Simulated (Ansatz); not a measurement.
**CH₆N₂Si: small, medium and large basis sets**

How large a basis does CH₆N₂Si need? Two functionals are run in growing sets.

Computed with Ansatz 0.2.0, Gaussian basis. Level: one geometry, several basis sets.

Levels to be run: PBE0-D4/def2-SVP; ωB97M-V/def2-SVP; PBE0-D4/def2-QZVPP; ωB97M-V/def2-QZVPP; the functionals' def2-TZVPP values are taken from earlier runs.

## 1. Structure used throughout

All runs share one geometry, relaxed beforehand with PBE0-D4 in a triple-zeta def2 set.

SMILES `NC1N[SiH2]1`, 10 atoms, charge 0, spin multiplicity 1.

Atoms are counted from 1 here; the program's logs count them from 0.

Bond lengths: N1–C2 1.424 Å, N1–H5 1.011 Å, N1–H6 1.015 Å, C2–N3 1.500 Å, C2–Si4 1.836 Å, C2–H7 1.091 Å, N3–Si4 1.721 Å, N3–H8 1.010 Å, Si4–H9 1.480 Å, Si4–H10 1.483 Å. Angles: C2–N1–H5 111.5°, C2–N1–H6 110.8°, H5–N1–H6 107.3°, N1–C2–N3 119.2°, N1–C2–Si4 127.5°, N1–C2–H7 110.9°, N3–C2–Si4 61.2°, N3–C2–H7 114.0°, Si4–C2–H7 115.1°, C2–N3–Si4 69.1°, C2–N3–H8 117.8°, Si4–N3–H8 127.4°, C2–Si4–N3 49.8°, C2–Si4–H9 123.9°, C2–Si4–H10 119.4°, N3–Si4–H9 116.2°, N3–Si4–H10 121.6°, H9–Si4–H10 112.3°.

## 2. PBE0-D4 in def2-SVP

in.yaml

```yaml
crystal:
  periodic: [false, false, false]
  atoms:
    - {symbol: N, position_ang: [-0.915137, 1.090394, 0.888846]}
    - {symbol: C, position_ang: [0.219616, 0.440378, 0.325927]}
    - {symbol: N, position_ang: [0.195868, 0.052999, -1.123083]}
    - {symbol: Si, position_ang: [0.386501, -1.332664, -0.119837]}
    - {symbol: H, position_ang: [-1.767245, 0.578843, 0.701078]}
    - {symbol: H, position_ang: [-1.028506, 2.019767, 0.497386]}
    - {symbol: H, position_ang: [1.144096, 0.928090, 0.640081]}
    - {symbol: H, position_ang: [0.885229, 0.468574, -1.733005]}
    - {symbol: H, position_ang: [-0.737819, -2.295692, -0.114096]}
    - {symbol: H, position_ang: [1.700496, -2.001788, 0.039603]}
basis:
  gaussian: {orbitals: def2-SVP}
hamiltonian: {xc: pbe0, dispersion: d4}
output: {orbitals: {seedname: orbitals}}
```

Started as:

```
> ansatz run in.yaml --threads 2 --pin off --events-out ev --progress --plain --max-ram 4352MiB
```

After this run come: ωB97M-V in def2-SVP; PBE0-D4 in def2-QZVPP; ωB97M-V in def2-QZVPP.

Before running them: what should the planned runs give, taken together? Wanted: PBE0-D4: double and triple zeta above quadruple; ωB97M-V: double and triple zeta above quadruple.

The runs gave:

```
                                       quantity          value
PBE0-D4: double and triple zeta above quadruple  8.17, 0.53 eV
ωB97M-V: double and triple zeta above quadruple  8.33, 0.49 eV
```

In words: PBE0-D4 gains 7.64 eV from double to triple zeta, then 0.53 eV more. Total energies overstate the basis error of differences, where much of it tends to cancel. The LUMO of ωB97M-V is positive and keeps falling with the basis (2.27 to 1.20 eV): an unbound level that the basis holds in place.
